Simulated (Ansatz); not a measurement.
# PtSe2: a single-point run

The task is a single-point run on PtSe2. The structure is shown as the input types it.

Computed with Ansatz 0.2.0 (density functional or hybrid calculation with the settings of its input, plane waves (as first typed), unless a step's input says otherwise).

1 further run of the same task is left out (for a known fault of the program).

## 1. Starting point

Symmetry: P-3m1, No. 164, trigonal system. Conventional cell: a = 3.729 Å, b = 3.729 Å, c = 5.277 Å, α = 90.00°, β = 90.00°, γ = 120.00°. Around Pt (site symmetry -3m) lie 6 Se at 2.51 Å. Se (site symmetry 3m) is surrounded by 3 Pt at 2.51 Å.

Structure file:

```xyz
3
Lattice="3.7287 0.0000 0.0000 -1.8643 3.2291 0.0000 0.0000 0.0000 5.2772" Properties=species:S:1:pos:R:3 pbc="T T T"
Pt    0.0000    0.0000    0.0000
Se    0.0000    2.1527    1.2993
Se    1.8643    1.0764    3.9778
```

## 2. Running it

input.yaml reads:

```yaml
crystal:
  lattice:
    - [3.7286503718, 0.0, 0.0]
    - [-1.8643251859, 3.2291059439, 0.0]
    - [0.0, 0.0, 5.2771565663]
  atoms:
    - { symbol: Pt, position: [0.0, 0.0, 0.0] }
    - { symbol: Se, position: [0.3333333333, 0.6666666667, 0.2462188986] }
    - { symbol: Se, position: [0.6666666667, 0.3333333333, 0.7537811014] }
kpoints:
  mp_grid: { grid: [6, 6, 4] }
hamiltonian:
  xc: pbe
scf:
  occupations: { method: fermi_dirac, width: 0.02 }
  n_extra_bands: 4
  max_iter: 83
output:
  forces: true
  stress: true
  eigenvalues: true
basis:
  ecutwfc: 120
```

Launch:

```
ansatz run input.yaml --threads 4 --pin off --max-ram 3686MiB --backend cpu --events-out ev --progress --plain --runs-dir out
```

**Question.** How will this run end, and is anything wrong with its input?

The program finished normally, with warnings (cutoff below recommended). It gives a pressure of 17 GPa, which is large; a structure far from rest gives such values too, whatever the setting.

Look at the input: basis.ecutwfc is 120. The cutoff lies far under what these potentials need. The potentials' recommended cutoff is 420 eV.

The test: delete basis.ecutwfc (the default then holds).
